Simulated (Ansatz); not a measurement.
# SnO: the cost of one run

Method: DFT PBEsol, scalar-relativistic, plane waves, PAW, in Ansatz 0.2.0.

## (1) The system as given

Symmetry: P4/nmm, No. 129, tetragonal system. Conventional cell: a = 3.802 Å, b = 3.802 Å, c = 4.836 Å, α = 90.00°, β = 90.00°, γ = 90.00°. Sn (site symmetry 4mm) has 4 O at 2.22 Å in its first shell of neighbours. O (site symmetry -4m2) is surrounded by 4 Sn at 2.22 Å.

As a file:

```
CELL_PARAMETERS angstrom
3.80200 0.00000 0.00000
0.00000 3.80200 0.00000
0.00000 0.00000 4.83600
ATOMIC_POSITIONS crystal
Sn 0.00000 0.50000 0.23850
Sn 0.50000 0.00000 0.76150
O 0.00000 0.00000 0.00000
O 0.50000 0.50000 0.00000
```

No relaxation comes first: the listed cell is the starting point.

## (2) The reference cell

Reference values: F = -13021.4187 eV; pressure -0.05 GPa; largest force 0.060 eV/Å; gap on the mesh none (metal). It was computed beforehand with the settings of the runs below.

## (3) Setting up a strain scan

The cell is strained by ε times the Voigt pattern (0, 0, 0, 0, 0, 1) (xx, yy, zz, yz, xz, xy; engineering shear), with fractional coordinates fixed (clamped ions). The stress on the pattern is the sum of the stress components weighted by it, tension positive.

## (4) At ε = -0.0400

File input.yaml:

```yaml
crystal:
  lattice:
    - [3.802, -0.07604, 0.0]
    - [-0.07604, 3.802, 0.0]
    - [0.0, 0.0, 4.836]
  atoms:
    - { symbol: Sn, position: [0.0, 0.5, 0.2385] }
    - { symbol: Sn, position: [0.5, 0.0, 0.7615] }
    - { symbol: O, position: [0.0, 0.0, 0.0] }
    - { symbol: O, position: [0.5, 0.5, 0.0] }
basis:
  ecutwfc: 420
kpoints:
  mp_grid: { grid: [12, 12, 10] }
hamiltonian:
  xc: pbesol
scf:
  occupations: { method: gaussian, width: 0.15 }
output:
  forces: true
  stress: true
  eigenvalues: true
```

Command:

```bash
$ ansatz run input.yaml --threads 1 --pin off --max-ram 2560MiB --backend cpu --events-out ev --progress --plain --runs-dir out
```

**Question.** How long does this run take on 1 thread of Intel Xeon at 2.50GHz (Skylake/Cascade Lake), shared host, and how much memory does it need?

About 36 s, with a peak of 0.59 GiB.
